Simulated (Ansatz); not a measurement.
# YHg (Pm-3m): frozen displacement of one atom, by script

Aim: a frozen displacement of one atom, for YHg (Pm-3m), run from a script.

Program: the Python package of Ansatz 0.2.0. Level of theory: DFT r2SCAN, plane waves, PAW. These are calculated values, not measurements.

**1. Starting point**

Symmetry: Pm-3m, No. 221, cubic system. Conventional cell: a = 3.680 Å, b = 3.680 Å, c = 3.680 Å, α = 90.00°, β = 90.00°, γ = 90.00°. Y (site symmetry m-3m) is surrounded by 8 Hg at 3.19 Å. Around Hg (site symmetry m-3m) lie 8 Y at 3.19 Å.

The script holds or builds the structure itself.

**2. The code**

push_yhg.py reads:

```python
'''Frozen displacement of one atom in YHg.'''

import ansatz as az
import numpy as np


def main() -> None:
    cell = (
        az.Lattice.of((3.68, 0.0, 0.0), (0.0, 3.68, 0.0), (0.0, 0.0, 3.68))
        .atom('Y', (0.5, 0.5, 0.5))
        .atom('Hg', (0.0, 0.0, 0.0))
    )

    inverse = np.linalg.inv(np.array(cell.lattice.vectors))
    home = np.array(cell.sites[1].position)
    values = np.linspace(-0.05, 0.05, 5)
    energies, pulls = [], []
    for shift in values:
        moved = cell.move(1, to=home + shift * inverse[1])
        model = (
            moved.calculation()
            .occupations('Methfessel-Paxton', width=0.05)  # fractional filling near the Fermi level
            .kpoints(mesh=(8, 8, 8))
            .functional(az.Functional.R2SCAN)
            .forces()  # minus the gradient of the free energy
        )
        report = model.run(threads=1, pin='off').report
        energies.append(report['free_energy_ev'])
        pulls.append(report['forces_ev_ang'][1][1])

    # the force is minus the slope of the free energy
    print('shift (A)   dE (eV)   force along y (eV/A)')
    for shift, e, f in zip(values, energies, pulls):
        print(f'{shift:8.3f} {e - energies[2]:10.5f} {f:12.4f}')
    print(f'stiffness from energies {2 * np.polyfit(values, energies, 2)[0]:.3f}, from forces {-np.polyfit(values, pulls, 1)[0]:.3f} eV/A^2')


if __name__ == '__main__':
    main()
```

**3. Launch**

The run is started by

```sh
$ python push_yhg.py
```

**Question.** How stiff is this displacement, and do energies and forces agree?

The runs gave:

| quantity | value |
| --- | --- |
| runs compared | 5 |
| range of energy | 1.53 meV/atom |
| lowest point, shift of atom 2 from run 1 (Å) | 0.050 |

**Reading.** The curvature of the energy gives 2.442 eV/Å² and the slope of the force 2.444 eV/Å², a positive curvature. No spin polarisation was allowed. For a metal this k-point mesh is coarse: on a finer one energies can move by several to tens of meV an atom and pressures by half a GPa or more, differences at one mesh by less. In a metal a curvature from energy changes of a few meV or less hangs on mesh and smearing, in size and even in sign. Spin-orbit coupling, which matters for elements this heavy, is left out. All periodic images of the atom move with it, so the curvature is one diagonal element of the zone-centre force constants and no normal mode; a positive value doesn't exclude soft modes in which several atoms move.
